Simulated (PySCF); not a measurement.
# C5H3F2N: the cost of one run

Programs: PySCF 2.14.0, with routines of our own; each step states its level. All values are computed. Atoms count from 0.

## Step 1: The system as given

11 atoms, charge 0, multiplicity 1; geometry from: GFN2-xTB.

## Step 2: Geometry optimisation at PBE0-D3(BJ)/def2-SVP

What the job is given:

```
{"job": {"xc": "PBE0", "basis": "def2-SVP", "d3": "d3bj", "grid": 2, "kind": "geom"}, "charge": 0, "multiplicity": 1}
C      2.150502     0.193335    -0.599976
C      1.058808     0.352455     0.139045
F      1.110333     1.047227     1.294496
C     -0.267407    -0.162250    -0.163609
F     -0.333620    -0.853658    -1.309834
C     -1.355731     0.012502     0.602560
C     -2.621388    -0.501385     0.276402
N     -3.661139    -0.913673     0.025699
H      2.111001    -0.358890    -1.520202
H      3.090977     0.612994    -0.292617
H     -1.276911     0.574013     1.522072
```

Command:

```bash
OMP_NUM_THREADS=1 python excited_run.py task.json out
```

The driver reads the jobs from task.json and runs them one after another.

Q: Estimate the wall time and peak memory of this first job on 1 thread of Arm Neoverse V1, shared host.

About 45 s, with a peak of 0.66 GiB.
